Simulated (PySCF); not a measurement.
**Nd(58+), Pm(59+), Sm(60+): one-electron levels with spin-orbit coupling**

Aim: the binding energies of one electron added to or removed from the closed shells of Nd(58+), Pm(59+), Sm(60+), from Koopmans' theorem up to EOM-CCSD.

The numbers are computed with PySCF 2.14.0 (two-component X2C-1e, generalised determinants), except any that are marked as measured or tabulated.

**1. Starting point**

- Elements: neodymium (Z = 60), promethium (Z = 61), samarium (Z = 62)
- Basis: one for each species, given in its step
- Hamiltonian: two-component X2C-1e, Gaussian nucleus, no Breit or QED terms; spin-orbit coupling, run by run: screened by Boettger's factors
- Core shells frozen in the correlated runs: none (for Nd(58+))
- State 1: Nd(58+): 1s2
- State 2: Pm(59+): 1s2
- State 3: Sm(60+): 1s2
- Methods: GHF, GMP2, GCCSD(T), EOM-IP-GCCSD, EOM-EA-GCCSD

Outer shells as boxes (Hund's rule):

Nd58+ 1s2
```
1s [↑↓]
```

Pm59+ 1s2
```
1s [↑↓]
```

Sm60+ 1s2
```
1s [↑↓]
```

All steps ran in one process of a driver on top of PySCF, which takes the settings above as its task.

The integrals over 103 functions and the set-up took 0.43 s of CPU time.

**2. Nd(58+): the ladder of methods**

Basis: an even-tempered Gaussian basis (16 s from 17 bohr⁻², ratio 2.6; 12 p from 22 bohr⁻², ratio 2.6; 6 d from 23 bohr⁻², ratio 2.8; 3 f from 960 bohr⁻², ratio 2.8).

#### GHF (screened spin-orbit)

Log:

```text
cycle= 1 E= -3749.0172164383  delta_E= -3.75e+03  |FDS-SDF|= 4.93e-10
cycle= 2 E= -3749.0172164383  delta_E= -2.73e-12  |FDS-SDF|= 2.5e-10
cycle= 3 E= -3749.0172164383  delta_E= 1.82e-12  |FDS-SDF|= 2.5e-10
```

It used 2.3 s of CPU time after the integrals (shared host).

Occupied spinors:

| spinor shell | electrons | mean energy (eV) | weight of the nominal j | rms radius (bohr) |
| --- | --- | --- | --- | --- |
| 1s1/2 | 2 | -50440.5 | 1.000 | 0.0267 |

M_J = 0, ⟨J²⟩ = 0.000, ⟨L²⟩ = 0.000, ⟨S²⟩ = 0.000.

#### GMP2 (screened spin-orbit)

This step left no log, only its results.

It used 0.85 s of CPU time after the integrals (shared host).

With 2 electrons correlated and 30 very high virtual spinors dropped, the MP2 correlation energy is -0.06125 hartree. Largest pairs: 1s1/2-1s1/2 -0.0613.

At this charge the one-electron X2C treatment keeps the bare 1/r₁₂, with no two-electron picture change or Breit term, which inflates the 1s pair energies well beyond their four-component values.

#### GCCSD(T) (screened spin-orbit)

Log:

```text
Init t2, MP2 energy = -0.0584923703962129
CCSD nocc = 2, nmo = 58
Init t2, MP2 energy = -0.0584923703962129
Init E_corr(GCCSD) = -0.0584923703962129
cycle = 1  E_corr(GCCSD) = -0.0588238044483012  dE = -0.000331434052  norm(t1,t2) = 2.32915e-05
cycle = 2  E_corr(GCCSD) = -0.0588266583778562  dE = -2.85392955e-06  norm(t1,t2) = 2.29458e-07
cycle = 3  E_corr(GCCSD) = -0.0588266854944517  dE = -2.71165955e-08  norm(t1,t2) = 2.62866e-09
cycle = 4  E_corr(GCCSD) = -0.0588266853851978  dE = 1.09253891e-10  norm(t1,t2) = 8.4771e-12
GCCSD converged
E(GCCSD) = -3749.07604312369  E_corr = -0.05882668538519784
```

It used 8.6 s of CPU time after the integrals (shared host).

In 56 natural virtual spinors the CCSD correlation is -0.05883 hartree, triples 0.00000; MP2 gives -0.05849 in this space and -0.06125 in the full one, and the difference is added. T1 = 0.000.

#### EOM-IP-GCCSD (screened spin-orbit)

No log was kept for this step.

It used 0.28 s of CPU time after the integrals (shared host).

One electron is removed; binding energies in eV, the cut virtual space restored at second order:

| level | Koopmans | second order | EOM-CCSD | weight of the one-particle guess |
| --- | --- | --- | --- | --- |
| 1s1/2 | 50440.5 | 50440.0 | 50440.0 | 1.00 |

The second-order patch within the EOM-CCSD column is 1s1/2 +0.057 eV.

Tabulated ionisation energy for comparison: 50339.59 ± 0.06 eV (theoretical estimate listed by NIST; NIST Atomic Spectra Database, ionization energies).

#### EOM-EA-GCCSD (screened spin-orbit)

This step left no log, only its results.

It used 2.1 s of CPU time after the integrals (shared host).

One electron is added; binding energies in eV, the cut virtual space restored at second order:

| level | Koopmans | second order | EOM-CCSD | weight of the one-particle guess |
| --- | --- | --- | --- | --- |
| 2s1/2 | 12353.5 | 12353.8 | 12353.8 | 1.00 |
| 2p1/2 | 12219.9 | 12220.3 | 12220.3 | 1.00 |
| 2p3/2 | 11615.4 | 11615.8 | 11615.8 | 1.00 |
| 3d3/2 | 5160.8 | 5160.8 | 5160.8 | 1.00 |
| 3d5/2 | 5107.5 | 5107.5 | 5107.5 | 1.00 |

The highest levels are limited by the diffuse functions of the basis.

Left out (unbound, of low weight, or above the lowest shell of their l): 3s1/2, 3p1/2, 3p3/2.

The second-order patch within the EOM-CCSD column is 2s1/2 +0.041, 2p1/2 +0.147, 2p3/2 +0.136, 3d3/2 +0.008, 3d5/2 +0.007 eV.

Tabulated ionisation energy for comparison: 12341.66 ± 0.07 eV (theoretical estimate listed by NIST; NIST Atomic Spectra Database, ionization energies).

**3. Pm(59+)**

Basis: an even-tempered Gaussian basis (16 s from 18 bohr⁻², ratio 2.6; 12 p from 23 bohr⁻², ratio 2.6; 6 d from 23 bohr⁻², ratio 2.8; 3 f from 990 bohr⁻², ratio 2.8).

#### GHF (screened spin-orbit)

Log:

```text
cycle= 1 E= -3882.9463224797  delta_E= -3.88e+03  |FDS-SDF|= 4.18e-10
cycle= 2 E= -3882.9463224798  delta_E= -8.19e-12  |FDS-SDF|= 2.03e-10
cycle= 3 E= -3882.9463224797  delta_E= 2.73e-12  |FDS-SDF|= 1.88e-10
```

CPU time 2.3 s on a shared host, the integrals not counted.

Occupied spinors:

| spinor shell | electrons | mean energy (eV) | weight of the nominal j | rms radius (bohr) |
| --- | --- | --- | --- | --- |
| 1s1/2 | 2 | -52250.8 | 1.000 | 0.0262 |

M_J = 0, ⟨J²⟩ = 0.000, ⟨L²⟩ = 0.000, ⟨S²⟩ = 0.000.

#### GMP2 (screened spin-orbit)

The driver printed no log here.

CPU time 0.81 s on a shared host, the integrals not counted.

With 2 electrons correlated and 30 very high virtual spinors dropped, the MP2 correlation energy is -0.06185 hartree. Largest pairs: 1s1/2-1s1/2 -0.0618.

#### GCCSD(T) (screened spin-orbit)

Log:

```text
Init t2, MP2 energy = -0.059100291663853
CCSD nocc = 2, nmo = 58
Init t2, MP2 energy = -0.059100291663853
Init E_corr(GCCSD) = -0.059100291663853
cycle = 1  E_corr(GCCSD) = -0.0594304499208097  dE = -0.000330158257  norm(t1,t2) = 2.27183e-05
cycle = 2  E_corr(GCCSD) = -0.0594332620150898  dE = -2.81209428e-06  norm(t1,t2) = 2.21007e-07
cycle = 3  E_corr(GCCSD) = -0.0594332883931216  dE = -2.63780318e-08  norm(t1,t2) = 2.49953e-09
cycle = 4  E_corr(GCCSD) = -0.05943328826296  dE = 1.30161631e-10  norm(t1,t2) = 7.94099e-12
GCCSD converged
E(GCCSD) = -3883.005755768012  E_corr = -0.05943328826295995
```

It used 8.6 s of CPU time after the integrals (shared host).

In 56 natural virtual spinors the CCSD correlation is -0.05943 hartree, triples 0.00000; MP2 gives -0.05910 in this space and -0.06185 in the full one, and the difference is added. T1 = 0.000.

#### EOM-IP-GCCSD (screened spin-orbit)

No log was kept for this step.

CPU time 0.27 s on a shared host, the integrals not counted.

One electron is removed; binding energies in eV, the cut virtual space restored at second order:

| level | Koopmans | second order | EOM-CCSD | weight of the one-particle guess |
| --- | --- | --- | --- | --- |
| 1s1/2 | 52250.8 | 52250.3 | 52250.3 | 1.00 |

The second-order patch within the EOM-CCSD column is 1s1/2 +0.056 eV.

Tabulated ionisation energy for comparison: 52144.29 ± 0.06 eV (theoretical estimate listed by NIST; NIST Atomic Spectra Database, ionization energies).

#### EOM-EA-GCCSD (screened spin-orbit)

This step left no log, only its results.

CPU time 2.1 s on a shared host, the integrals not counted.

One electron is added; binding energies in eV, the cut virtual space restored at second order:

| level | Koopmans | second order | EOM-CCSD | weight of the one-particle guess |
| --- | --- | --- | --- | --- |
| 2s1/2 | 12809.8 | 12810.1 | 12810.1 | 1.00 |
| 2p1/2 | 12673.0 | 12673.5 | 12673.5 | 1.00 |
| 2p3/2 | 12023.3 | 12023.7 | 12023.7 | 1.00 |
| 3d3/2 | 5343.2 | 5343.2 | 5343.2 | 1.00 |
| 3d5/2 | 5286.1 | 5286.1 | 5286.1 | 1.00 |

The highest levels are limited by the diffuse functions of the basis.

Left out (unbound, of low weight, or above the lowest shell of their l): 3s1/2, 3p1/2, 3p3/2.

The second-order patch within the EOM-CCSD column is 2s1/2 +0.041, 2p1/2 +0.147, 2p3/2 +0.136, 3d3/2 +0.008, 3d5/2 +0.007 eV.

Tabulated ionisation energy for comparison: 12797.26 ± 0.07 eV (theoretical estimate listed by NIST; NIST Atomic Spectra Database, ionization energies).

**4. Sm(60+), method by method**

Basis: an even-tempered Gaussian basis (16 s from 18 bohr⁻², ratio 2.6; 12 p from 24 bohr⁻², ratio 2.6; 6 d from 24 bohr⁻², ratio 2.8; 3 f from 1000 bohr⁻², ratio 2.8).

#### GHF (screened spin-orbit)

Log:

```text
cycle= 1 E= -4019.6332278097  delta_E= -4.02e+03  |FDS-SDF|= 4.64e-10
cycle= 2 E= -4019.6332278097  delta_E= -3.64e-12  |FDS-SDF|= 2.53e-10
cycle= 3 E= -4019.6332278097  delta_E= 1.82e-12  |FDS-SDF|= 2.68e-10
```

It used 2.3 s of CPU time after the integrals (shared host).

Occupied spinors:

| spinor shell | electrons | mean energy (eV) | weight of the nominal j | rms radius (bohr) |
| --- | --- | --- | --- | --- |
| 1s1/2 | 2 | -54098.5 | 1.000 | 0.0257 |

M_J = 0, ⟨J²⟩ = 0.000, ⟨L²⟩ = 0.000, ⟨S²⟩ = 0.000.

#### GMP2 (screened spin-orbit)

The driver printed no log here.

It used 0.8 s of CPU time after the integrals (shared host).

With 2 electrons correlated and 30 very high virtual spinors dropped, the MP2 correlation energy is -0.06251 hartree. Largest pairs: 1s1/2-1s1/2 -0.0625.

#### GCCSD(T) (screened spin-orbit)

Log:

```text
Init t2, MP2 energy = -0.0597452582813042
CCSD nocc = 2, nmo = 58
Init t2, MP2 energy = -0.0597452582813042
Init E_corr(GCCSD) = -0.0597452582813042
cycle = 1  E_corr(GCCSD) = -0.060074221455815  dE = -0.000328963175  norm(t1,t2) = 2.21754e-05
cycle = 2  E_corr(GCCSD) = -0.0600769944002495  dE = -2.77294443e-06  norm(t1,t2) = 2.13049e-07
cycle = 3  E_corr(GCCSD) = -0.0600770200853217  dE = -2.56850722e-08  norm(t1,t2) = 2.37945e-09
cycle = 4  E_corr(GCCSD) = -0.0600770198736123  dE = 2.11709379e-10  norm(t1,t2) = 7.45268e-12
GCCSD converged
E(GCCSD) = -4019.693304829535  E_corr = -0.06007701987361234
```

It used 8.5 s of CPU time after the integrals (shared host).

In 56 natural virtual spinors the CCSD correlation is -0.06008 hartree, triples 0.00000; MP2 gives -0.05975 in this space and -0.06251 in the full one, and the difference is added. T1 = 0.000.

#### EOM-IP-GCCSD (screened spin-orbit)

This step left no log, only its results.

It used 0.28 s of CPU time after the integrals (shared host).

One electron is removed; binding energies in eV, the cut virtual space restored at second order:

| level | Koopmans | second order | EOM-CCSD | weight of the one-particle guess |
| --- | --- | --- | --- | --- |
| 1s1/2 | 54098.5 | 54098.0 | 54098.0 | 1.00 |

The second-order patch within the EOM-CCSD column is 1s1/2 +0.056 eV.

Tabulated ionisation energy for comparison: 53986.12 ± 0.07 eV (theoretical estimate listed by NIST; NIST Atomic Spectra Database, ionization energies).

#### EOM-EA-GCCSD (screened spin-orbit)

The driver printed no log here.

CPU time 2.1 s on a shared host, the integrals not counted.

One electron is added; binding energies in eV, the cut virtual space restored at second order:

| level | Koopmans | second order | EOM-CCSD | weight of the one-particle guess |
| --- | --- | --- | --- | --- |
| 2s1/2 | 13276.3 | 13276.5 | 13276.5 | 1.00 |
| 2p1/2 | 13136.2 | 13136.6 | 13136.6 | 1.00 |
| 2p3/2 | 12438.5 | 12438.9 | 12438.9 | 1.00 |
| 3d3/2 | 5528.9 | 5528.9 | 5528.9 | 1.00 |
| 3d5/2 | 5467.7 | 5467.8 | 5467.8 | 1.00 |

The highest levels are limited by the diffuse functions of the basis.

Left out (unbound, of low weight, or above the lowest shell of their l): 3s1/2, 3p1/2, 3p3/2.

The second-order patch within the EOM-CCSD column is 2s1/2 +0.042, 2p1/2 +0.148, 2p3/2 +0.137, 3d3/2 +0.008, 3d5/2 +0.007 eV.

Tabulated ionisation energy for comparison: 13262.85 ± 0.09 eV (theoretical estimate listed by NIST; NIST Atomic Spectra Database, ionization energies).

**5. Results**

| quantity | value |
| --- | --- |
| EOM-IP-GCCSD on Nd(58+), level 1s1/2 | Koopmans 50440.5, EOM-CCSD 50440.0 eV; tabulated ionisation energy 50339.59 ± 0.06 |
| EOM-EA-GCCSD on Nd(58+), level 2s1/2 | Koopmans 12353.5, EOM-CCSD 12353.8 eV; tabulated ionisation energy 12341.66 ± 0.07 |
| EOM-IP-GCCSD on Pm(59+), level 1s1/2 | Koopmans 52250.8, EOM-CCSD 52250.3 eV; tabulated ionisation energy 52144.29 ± 0.06 |
| EOM-EA-GCCSD on Pm(59+), level 2s1/2 | Koopmans 12809.8, EOM-CCSD 12810.1 eV; tabulated ionisation energy 12797.26 ± 0.07 |
| EOM-IP-GCCSD on Sm(60+), level 1s1/2 | Koopmans 54098.5, EOM-CCSD 54098.0 eV; tabulated ionisation energy 53986.12 ± 0.07 |

What this shows: For 1s1/2 on Nd(58+) the EOM-CCSD value differs from the tabulated one (theoretical) by +100.41 eV; Breit, QED and two-electron picture-change terms are left out and outweigh correlation here. For 2s1/2 on Nd(58+) the EOM-CCSD value differs from the tabulated one (theoretical) by +12.11 eV; Breit, QED and two-electron picture-change terms are left out and outweigh correlation here. The basis is finite, and no extrapolation was made.
